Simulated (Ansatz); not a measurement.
## INa (charge -1): a ladder of basis sets, step by step

Computed with Ansatz 0.2.0, Python API.

The cells in order, each with its output:

In [1]:
```python
import ansatz as az

GEOMETRY = '''
Na    0.00000    0.00000    0.00000
I     0.00000    0.00000    2.98500
'''
```

In [2]:
```python
system = az.Crystal.molecule()
for line in GEOMETRY.strip().splitlines():
    symbol, *xyz = line.split()
    system = system.atom(symbol, [float(v) for v in xyz])
```

In [3]:
```python
calculation = (
    system.calculation()
    .functional('pbe0')
    .charge(-1)  # electrons removed from the neutral system
    .spin('collinear', total=1)
)
```

In [4]:
```python
energies = {}
for basis in ['def2-SVP', 'def2-SVPD', 'def2-TZVP', 'def2-TZVPP']:
    summary = calculation.basis(gaussian=basis).run(threads=1).report
    size = summary['n_frozen'] + summary['n_occupied'][0] + summary['n_virtual'][0]
    energies[basis] = (summary['reference_energy_ev'] / 27.211386246, summary['free_energy_ev'] / 27.211386246)
    print(f'{basis:14s} {size:4d} orbitals  reference {energies[basis][0]:14.6f} Ha  total {energies[basis][1]:14.6f} Ha')

last = energies['def2-TZVPP'][1]
for basis, (_, total) in energies.items():
    print(f'{basis:14s} lies {27.211386 * (total - last):9.4f} eV above def2-TZVPP')
```
```text
def2-SVP         41 orbitals  reference    -459.947178 Ha  total    -459.947178 Ha
def2-SVPD        53 orbitals  reference    -459.955846 Ha  total    -459.955846 Ha
def2-TZVP        82 orbitals  reference    -460.020461 Ha  total    -460.020461 Ha
def2-TZVPP       82 orbitals  reference    -460.020461 Ha  total    -460.020461 Ha
def2-SVP       lies    1.9941 eV above def2-TZVPP
def2-SVPD      lies    1.7583 eV above def2-TZVPP
def2-TZVP      lies    0.0000 eV above def2-TZVPP
def2-TZVPP     lies    0.0000 eV above def2-TZVPP
```

Against def2-SVP: def2-SVPD -8.7 mHa, def2-TZVP -73.3 mHa and def2-TZVPP -73.3 mHa. The last step alone is +0.00 mHa (these two sets differ little on atoms other than hydrogen). From the first set to the last the time grows from 1.6 to 1.6 s.

Reading the output:
- The drop along the ladder measures the basis error, and is no property of the molecule.
- The geometry is a force-field or estimated start, not a minimum of this method, and the last set is no limit. Much of the fall in a total is atomic energy, which cancels in bond and reaction energies.
- def2 sets replace the cores of elements past krypton by effective core potentials.
- The species is open-shell (spin multiplicity 2).
- The spin state was assumed, and another may lie lower.
- Hardware and time: 7.7 s on 1 thread of Intel(R) Xeon(R) Platinum 8375C CPU @ 2.90GHz (Ice Lake), on a shared host, peak memory 0.25 GiB.

(Lines on the test bed's own set-up are left out of the output.)
